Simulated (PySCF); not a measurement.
# [Pb(SH)3]+: forces at shaken geometries

How stiff is [Pb(SH)3]+? Its atoms are displaced at random by several amounts. The species was built from a template and needn't be a known compound.

Program: PySCF 2.14.0. Level of theory: B3LYP, Pb def2-SVP with ECP60, S def2-SVP, H def2-SVP; scalar-relativistic core potentials, no spin–orbit coupling. These are calculated values, not measurements.

2 further runs of the same task are left out: 2 for a known fault of the program.

**1. The system as given**

7 atoms, charge 1, spin multiplicity 1.

Bond lengths: Pb1–S2 2.481 Å, Pb1–S4 2.481 Å, Pb1–S6 2.481 Å, S2–H3 1.360 Å, S4–H5 1.360 Å, S6–H7 1.360 Å. Angles: S2–Pb1–S4 120.0°, S2–Pb1–S6 120.0°, S4–Pb1–S6 120.0°, Pb1–S2–H3 93.2°, Pb1–S4–H5 93.2°, Pb1–S6–H7 93.2°.

Geometry (Å):

```
Pb    0.0000    0.0000    0.4778
S     2.4236    0.5301    0.4730
H     2.7880   -0.7799    0.4752
S    -1.6708    1.8338    0.4730
H    -0.7186    2.8044    0.4753
S    -0.7527   -2.3639    0.4731
H    -2.0694   -2.0245    0.4753
```

Formal oxidation states: Pb +4. An earlier session relaxed this geometry at B3LYP, Pb def2-SVP with ECP60, S def2-SVP, H def2-SVP (singlet, point group C3h).

Its energy there is -1388.758566 Eh.

**2. Atoms moved at random, σ = 0.1 Å**

run.py (the lines that set the calculation)

```python
mol = gto.M(atom='''
Pb    -0.04959    -0.02140     0.49635
S      2.34968     0.58407     0.52397
H      3.06885    -0.66110     0.58887
S     -1.61187     1.76822     0.61190
H     -0.77723     2.81954     0.26887
S     -0.73926    -2.37396     0.32008
H     -2.24056    -2.11536     0.51266''',
    basis={'Pb': 'def2-SVP', 'S': 'def2-SVP', 'H': 'def2-SVP'},
    ecp={'Pb': 'def2-SVP'},
    charge=1, spin=0)
mf = dft.RKS(mol, xc='B3LYP')
mf.grids.atom_grid = (50, 194)
mf = mf.density_fit()  # fitting sets: Pb def2-universal-JKFIT, S def2-universal-JKFIT, H def2-universal-JKFIT
mf.conv_tol = 1e-08; mf.max_cycle = 55
mf.kernel(dm0)  # dm0: the density of the relaxed state
```

Command:

```console
$ OMP_NUM_THREADS=2 python run.py
```

**3. Atoms moved at random, σ = 0.03 Å**

run.py (the lines that set the calculation)

```python
mol = gto.M(atom='''
Pb    -0.02524    -0.01233     0.46390
S      2.38118     0.54021     0.44071
H      2.78742    -0.76309     0.53062
S     -1.68460     1.79391     0.47880
H     -0.71367     2.83315     0.47599
S     -0.72503    -2.38812     0.49114
H     -2.02004    -2.00372     0.44154''',
    basis={'Pb': 'def2-SVP', 'S': 'def2-SVP', 'H': 'def2-SVP'},
    ecp={'Pb': 'def2-SVP'},
    charge=1, spin=0)
mf = dft.RKS(mol, xc='B3LYP')
mf.grids.atom_grid = (50, 194)
mf = mf.density_fit()  # fitting sets: Pb def2-universal-JKFIT, S def2-universal-JKFIT, H def2-universal-JKFIT
mf.conv_tol = 1e-08; mf.max_cycle = 55
mf.kernel(dm0)  # dm0: the density of the relaxed state
```

**4. Atoms moved at random, σ = 0.03 Å**

run.py (the lines that set the calculation)

```python
mol = gto.M(atom='''
Pb    -0.03877    -0.05399     0.52448
S      2.41883     0.53390     0.47379
H      2.76717    -0.76996     0.46461
S     -1.63310     1.86562     0.45221
H     -0.71379     2.77096     0.46732
S     -0.73285    -2.33334     0.44232
H     -2.06748    -2.01318     0.49798''',
    basis={'Pb': 'def2-SVP', 'S': 'def2-SVP', 'H': 'def2-SVP'},
    ecp={'Pb': 'def2-SVP'},
    charge=1, spin=0)
mf = dft.RKS(mol, xc='B3LYP')
mf.grids.atom_grid = (50, 194)
mf = mf.density_fit()  # fitting sets: Pb def2-universal-JKFIT, S def2-universal-JKFIT, H def2-universal-JKFIT
mf.conv_tol = 1e-08; mf.max_cycle = 55
mf.kernel(dm0)  # dm0: the density of the relaxed state
```

Q: Predict the outcome of this session. Wanted: for each run, σ; energy rise; harmonic estimate −½ F·u; largest force component.

The runs gave:

| σ (Å) | energy rise (eV) | harmonic estimate −½ F·u (eV) | largest force component (eV/Å) |
| --- | --- | --- | --- |
| 0.1 | 0.548 | 0.564 | 2.84 |
| 0.03 | 0.061 | 0.058 | 1.20 |
| 0.03 | 0.155 | 0.160 | 1.61 |

Every displacement raises the energy. For a harmonic well the rise equals −½ F·u; the two differ by at most 4 % here (a move with σ = 0.03 Å), from anharmonicity, the grid and the small forces left at the relaxed point. These are double-zeta-type bases without diffuse functions. Spin–orbit coupling is left out.
